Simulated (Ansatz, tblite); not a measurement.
ZnO: GFN1-xTB, run from Python

These are simulated results from tblite 0.8.0, not measurements. The cell was built from a prototype and was relaxed with r2SCAN in plane waves (Ansatz 0.2.0). Not every such cell is a known phase. All runs are without spin polarisation.

Space group P6_3mc (No. 186), hexagonal; a = 3.235 Å, c = 5.211 Å in the conventional setting, 11.81 Å³ an atom. Zn is surrounded by 4 O at 1.97–1.98 Å; O is surrounded by 4 Zn at 1.97–1.98 Å.

tblite solves periodic systems at the zone centre alone, so the script builds a cluster of 3×3×2 conventional cells (72 atoms), which folds in a coarse mesh of k points.

The script, run.py:

```python
import json
from ase import Atoms
from ase.build import make_supercell
from ase.units import Bohr, GPa, Hartree
from tblite.interface import Calculator

atoms = Atoms(['Zn', 'Zn', 'O', 'O'],
              cell=[[3.23534086, 0.0, 0.0], [-1.61767043, 2.80188738, 0.0], [0.0, 0.0, 5.21095182]],
              scaled_positions=[[0.333333333, 0.666666667, -0.002347753], [0.666666667, 0.333333333, 0.497652247], [0.333333333, 0.666666667, 0.377347753], [0.666666667, 0.333333333, 0.877347753]],
              pbc=True)
cluster = make_supercell(atoms, [[3, 0, 0], [0, 3, 0], [0, 0, 2]])
calc = Calculator('GFN1-xTB', cluster.numbers, cluster.positions / Bohr, lattice=cluster.cell[:] / Bohr, periodic=cluster.pbc)
calc.set('temperature', 0.02 / Hartree)
calc.set('max-iter', 150)
res = calc.singlepoint()
levels = res.get('orbital-energies') * Hartree
nv = round(res.get('orbital-occupations').sum() / 2)
cells = len(cluster) // len(atoms)
out = {'energy_per_cell': res.get('energy') * Hartree / cells, 'homo': levels[nv - 1], 'lumo': levels[nv],
       'stress': (-res.get('virial') * Hartree / cluster.get_volume() / GPa).tolist(), 'charges': res.get('charges')[:len(atoms)].tolist(), 'electrons': 2 * nv / cells}
json.dump(out, open('results.json', 'w'))
for key, value in out.items():
    print(key, value)
```

Command: `python run.py`. It took 4.5 s on 1 thread of Intel(R) Xeon(R) Platinum 8488C (Sapphire Rapids), with other jobs on the host, peak memory 0.1 GiB.

The log:

```
------------------------------------------------------------
  cycle        total energy    energy error   density error
------------------------------------------------------------
      1     -166.8186386043  -1.6653926E+02   1.2593413E+00
      2     -186.0920777472  -1.9273439E+01   5.7648225E-01
      3     -193.7119849292  -7.6199072E+00   4.1621814E-01
      4     -194.7495008889  -1.0375160E+00   1.8413816E-01
      5     -195.8529881443  -1.1034873E+00   2.6611190E-03
      6     -195.8480345167   4.9536275E-03   9.4860205E-03
      7     -195.8524412273  -4.4067106E-03   5.1981800E-03
      8     -195.8526208906  -1.7966330E-04   4.6514534E-03
      9     -195.8528081221  -1.8723152E-04   3.9027443E-03
     10     -195.8530932290  -2.8510689E-04   2.3820957E-03
     11     -195.8532753425  -1.8211345E-04   6.6955154E-04
     12     -195.8532877418  -1.2399282E-05   2.4457626E-04
     13     -195.8532895655  -1.8237600E-06   5.0306612E-05
     14     -195.8532896440  -7.8422204E-08   2.4815679E-05
     15     -195.8532896627  -1.8709642E-08   9.9008391E-06
------------------------------------------------------------

 total:                                   3.539 sec
energy_per_cell -296.0799705084949
homo -19.547700488712763
lumo -19.527279263464894
stress [[21.799044395154436, -0.003910255302767381, -1.5109672360217136e-05], [-0.003910255302767208, 21.794529085036263, 8.723573382710907e-06], [-1.5109672360205613e-05, 8.723573382722257e-06, 19.81625227761962]]
charges [0.4141317602842396, 0.41413402579565706, -0.41412927563656265, -0.4141230840007144]
electrons 16.0
```

The cycle table is in hartree for the whole cluster, and the lines after it are in eV (the energy for one cell). The printed stress is in GPa and positive in compression, and the pressure is its mean diagonal.

GFN1-xTB gives a level spacing of 0.02 eV, too small to call a gap. On the same cell, plane-wave PBE (Ansatz, 12×12×6 k points and the special points) gives a gap of 0.81 eV and r2SCAN a gap of 1.24 eV; on shared hosts these took about 8.3 and 24 core-seconds on the 4-atom cell, against 4.5 for the script. Semilocal gaps usually lie below measured ones. This method closes a gap that PBE finds, a failure in kind.

The same script was run on cells scaled at fixed shape and fractional coordinates:

| volume (Å³/atom) | energy (meV/atom) | pressure (GPa, positive in compression) | gap (eV) |
| --- | --- | --- | --- |
| 10.39 | 267.5 | 41.32 | 0.03 |
| 11.10 | 111.6 | 29.74 | 0.03 |
| 11.81 | 0.0 | 21.14 | 0.02 |
| 12.52 | -78.7 | 14.61 | 0.02 |
| 13.23 | -131.7 | 9.57 | 0.01 |

The minimum lies beyond the largest of these volumes.

xTB was fitted mostly to molecules, and a small cluster samples few k points, so gaps, pressures and kinks along a curve can be far from a solid's.
